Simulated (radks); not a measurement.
# Ca inside a hard spherical wall

Aim: energy, levels and pressure of Ca as a wall, at which all orbitals vanish, closes in. The configuration stays [Ar] 4s2.

Method: scalar-relativistic Kohn-Sham, LDA (Slater exchange, VWN5 correlation), spin-unpolarised, spherical densities, point nucleus. Code: radks (a radial shooting solver on a logarithmic mesh, Libxc functionals) version 1.

### 1 The system

| Property | Result |
| --- | --- |
| element | calcium (Z = 20) |
| charge | 0 |
| electrons | 20 |
| configuration | [Ar] 4s2 |

The outer shells:

Ca
```
[Ar] core
4s [↑↓]
```

### 2 The free atom

The run's settings:

```text
Z 20
configuration [Ar] 4s2 3d0 4p0 5s0
relativity scalar-relativistic
functional lda,vwn5
spin unpolarised
nucleus point
c 137.035999084
```

Command:

```sh
> python run_ks.py task.json out
```

The same process makes all the runs of this session.

### 3 Wall at 15 bohr

Settings, as their differences from step 2:

```diff
@@ -6,2 +6,3 @@
 nucleus point
+wall 15 bohr
 c 137.035999084
```

### 4 Wall at 10 bohr

Settings, as their differences from step 3:

```diff
@@ -6,3 +6,3 @@
 nucleus point
-wall 15 bohr
+wall 10 bohr
 c 137.035999084
```

### 5 Wall at 8 bohr

Settings, as their differences from step 4:

```diff
@@ -6,3 +6,3 @@
 nucleus point
-wall 10 bohr
+wall 8 bohr
 c 137.035999084
```

### 6 Wall at 7 bohr

Settings, as their differences from step 5:

```diff
@@ -6,3 +6,3 @@
 nucleus point
-wall 8 bohr
+wall 7 bohr
 c 137.035999084
```

### 7 Wall at 6 bohr

Settings, as their differences from step 6:

```diff
@@ -6,3 +6,3 @@
 nucleus point
-wall 7 bohr
+wall 6 bohr
 c 137.035999084
```

### 8 Wall at 5 bohr

Settings, as their differences from step 7:

```diff
@@ -6,3 +6,3 @@
 nucleus point
-wall 6 bohr
+wall 5 bohr
 c 137.035999084
```

### 9 Wall at 4 bohr

Settings, as their differences from step 8:

```diff
@@ -6,3 +6,3 @@
 nucleus point
-wall 5 bohr
+wall 4 bohr
 c 137.035999084
```

### 10 Wall at 3.5 bohr

Settings, as their differences from step 9:

```diff
@@ -6,3 +6,3 @@
 nucleus point
-wall 4 bohr
+wall 3.5 bohr
 c 137.035999084
```

### 11 Wall at 2.5 bohr

Settings, as their differences from step 10:

```diff
@@ -6,3 +6,3 @@
 nucleus point
-wall 3.5 bohr
+wall 2.5 bohr
 c 137.035999084
```

Before running it: what results should come out? Wanted: for each run, R; E − E(free); ε(4s); ε(3d, empty); ε(4p, empty); ε(5s, empty); pressure.

**Answer**, as computed:

| R (bohr) | E − E(free) (eV) | ε(4s) (eV) | ε(3d, empty) (eV) | ε(4p, empty) (eV) | ε(5s, empty) (eV) | pressure (GPa) |
| --- | --- | --- | --- | --- | --- | --- |
| free | 0.000 | -3.863 | -2.136 | -1.437 | -0.083 | 0 |
| 15 | 0.000 | -3.861 | -2.134 | -1.429 | 0.346 | 0.000140 |
| 10 | 0.058 | -3.745 | -1.995 | -1.170 | 2.345 | 0.0488 |
| 8 | 0.396 | -3.307 | -1.534 | -0.425 | 5.685 | 0.502 |
| 7 | 1.012 | -2.693 | -0.975 | 0.522 | 9.246 | 1.66 |
| 6 | 2.580 | -1.395 | 0.025 | 2.405 | 15.654 | 5.81 |
| 5 | 6.741 | 1.535 | 1.843 | 6.400 | 28.060 | 22.9 |
| 4 | 19.110 | 9.098 | 5.533 | 15.971 | 54.972 | 115 |
| 3.5 | 34.357 | 17.526 | 9.088 | 25.975 | 80.978 | 299 |
| 2.5 | 142.78 | 67.453 | 27.594 | 80.070 | 207.95 | 3246 |

What this shows: At the tightest wall, 2.5 bohr, the energy stands 142.78 eV above the free atom and the pressure, −dE/dV, is 3246 GPa. Of the levels in the table that exist at both ends, 5s (empty) rises most from the free atom (208.03 eV). From R = 5 bohr inwards the highest occupied level lies above zero, pushed up by confinement. Shells are not refilled when levels cross, and a hard wall is a model, not a crystal.
